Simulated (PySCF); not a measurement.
The system is ClSiOGeH3, in a box.

```
Cl Si O Ge H
1.0
    12.00000    0.00000    0.00000
     0.00000   14.00000    0.00000
     0.00000    0.00000   12.00000
Cl Si O Ge H
1 1 1 1 3
Direct
  0.58949 0.33478 0.56853
  0.48767 0.43449 0.50613
  0.54009 0.50880 0.41827
  0.51358 0.59342 0.54332
  0.38023 0.39125 0.47368
  0.43381 0.67094 0.50638
  0.62730 0.62908 0.58811
```

The cell isn't the ideal one: atoms moved at random, drawn with an rms of 0.05 Å.

Base run:

* Program: PySCF 2.14.0
* Functional: revTPSS
* Dispersion: D3(OP)
* Potentials or basis: pob-tzvp-rev2 (all-electron)
* k mesh: 1 × 1 × 1
* Occupations: fixed
* Spin: no spin polarisation

Its results: gap between the frontier levels 4.31 eV.

Q: The run is repeated on the same cell with these changes: functional from revTPSS to revPBE. What comes out?

A: Gap between the frontier levels 4.04 eV.

revTPSS gives the wider gap, since meta-GGAs in the generalised Kohn-Sham scheme recover part of the derivative discontinuity.

Caveats: this is a molecule in a periodic box at the Γ point, so its band gap is the HOMO-LUMO gap; relativity is left out, which matters for the heavier elements; the basis of atomic orbitals isn't converged, which shifts pressures, moduli and gaps.

